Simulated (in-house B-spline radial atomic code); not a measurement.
# V¹⁸⁺: excited configurations

Wanted: excitation energies of V¹⁸⁺ as differences of total energies (ΔSCF).

The numbers are computed with in-house B-spline radial atomic code version 1 (Dirac-Hartree-Fock, average of configuration, Fermi nucleus, basis-set limit), except any that are marked as measured or tabulated.

### Step 1. The system

```
element       : vanadium (Z = 23)
charge        : +18
electrons     : 5
configuration : [He] 2s2 2p1
Hamiltonian   : Dirac-Coulomb
nucleus       : Fermi, rms radius 3.600 fm
```

Outer shells as boxes (Hund's rule):

[He] 2s2 2p1
```
[He] core
2s [↑↓]
2p [↑ ][  ][  ]
```

The boxes draw the filling by Hund's rule, which heavy ions in jj coupling don't follow; these runs average over all states of the configuration.

Settings of the run:

```ini
Z = 23
electrons = 5.0
configuration = [He] 2s2 2p1
hamiltonian = dirac
method = hf
spin_polarised = False
nucleus = fermi
rms_radius = 3.6002
mass_number = 51
atomic_mass = 50.943957664
speed_of_light = 137.035999084
```

The reference is known from an earlier run: -680.115434 hartree in all. Up to eight levels, counted from the top:

| orbital | occupation | energy (eV) | <r> (bohr) |
| --- | --- | --- | --- |
| 1s1/2 | 2 | -6491.07 | 0.06587 |
| 2s1/2 | 2 | -1396.92 | 0.2808 |
| 2p1/2 | 0.333333 | -1357.13 | 0.2397 |
| 2p3/2 | 0.666667 | -1348.10 | 0.2417 |

### Step 2. [He] 2s2 4p1

Settings of the run:

```ini
Z = 23
electrons = 5.0
configuration = [He] 2s2 4p1
hamiltonian = dirac
method = hf
spin_polarised = False
nucleus = fermi
rms_radius = 3.6002
mass_number = 51
atomic_mass = 50.943957664
speed_of_light = 137.035999084
```

### Step 3. Configuration [He] 2s1 2p1 6p1

Changes to the settings of step 2:

```diff
@@ -2,3 +2,3 @@
 electrons = 5.0
-configuration = [He] 2s2 4p1
+configuration = [He] 2s1 2p1 6p1
 hamiltonian = dirac
```

### Step 4. Configuration [He] 2s2 3p1

Changes to the settings of step 3:

```diff
@@ -2,3 +2,3 @@
 electrons = 5.0
-configuration = [He] 2s1 2p1 6p1
+configuration = [He] 2s2 3p1
 hamiltonian = dirac
```

### Step 5. Run with [He] 2s2 6p1

Changes to the settings of step 4:

```diff
@@ -2,3 +2,3 @@
 electrons = 5.0
-configuration = [He] 2s2 3p1
+configuration = [He] 2s2 6p1
 hamiltonian = dirac
```

### Step 6. Run with [He] 2s2 5f1

Changes to the settings of step 5:

```diff
@@ -2,3 +2,3 @@
 electrons = 5.0
-configuration = [He] 2s2 6p1
+configuration = [He] 2s2 5f1
 hamiltonian = dirac
```

**Question.** How far above the reference does each configuration lie (order and size, in eV)?

The runs gave:

| net move | configuration | energy above the reference (eV) | with Breit, QED, recoil (eV) | largest <r> (bohr) |
| --- | --- | --- | --- | --- |
| 2p → 3p | [He] 2s2 3p1 | 777.34 | 777.03 | 0.627 |
| 2p → 4p | [He] 2s2 4p1 | 1032.39 | 1032.00 | 1.17 |
| 2p → 5f | [He] 2s2 5f1 | 1153.57 | 1153.13 | 1.65 |
| 2p → 6p | [He] 2s2 6p1 | 1210.79 | 1210.36 | 2.73 |
| 2s → 6p | [He] 2s1 2p1 6p1 | 1256.70 | 1256.00 | 2.72 |

Quantum defects of the promoted electron, δ = n − ζ/√(−2ε) with ζ = 19 and ε its orbital energy in hartree:

| promotion | δ |
| --- | --- |
| 2p → 3p | 0.073 |
| 2p → 4p | 0.070 |
| 2p → 5f | 0.005 |
| 2p → 6p | 0.069 |
| 2s → 6p | 0.121 |

**Reading.** The energies run from 777.34 eV (2p → 3p) to 1256.70 eV (2s → 6p). Of those tabulated, the defect is largest for 6p (0.12) and least for 5f (0.00); at this charge much of the defect is relativistic. Two partly filled shells share a symmetry and can mix in the average, which may lower the energy, for: 2s → 6p. These are averages over configurations, without correlation, not spectroscopic levels.
